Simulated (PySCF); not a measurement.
# NaSn: the cost of one run

Method: each script names its method and basis; program: PySCF 2.14.0.

### 1 The starting structure

NaSn⁻ (triplet): 2 atoms, charge -1, spin multiplicity 3.

Bond lengths: Na1–Sn2 2.723 Å.

### 2 The base run

Input file input.py:

```python
from pyscf import gto, dft, tdscf

mol = gto.M(
    atom='Na 0 0 0; Sn 0 0 2.723',
    basis='sto-3g',
    charge=-1,
    spin=2,
    verbose=3,
)
mf = dft.UKS(mol, xc='b3lyp')
mf.kernel()
td = tdscf.TDA(mf)
td.nstates = 8
td.kernel()
td.analyze()
mf.dip_moment()
print('orbital energies (hartree):', [e[max(0, n-3):n+3].round(4) for e, n in zip(mf.mo_energy, mol.nelec)])
```

Started as:

```sh
$ OMP_NUM_THREADS=1 python input.py
```

**Question.** How long does this run take on 1 thread of Arm Neoverse V1, shared host, and how much memory does it need?

About 13 s, with a peak of 0.21 GiB.
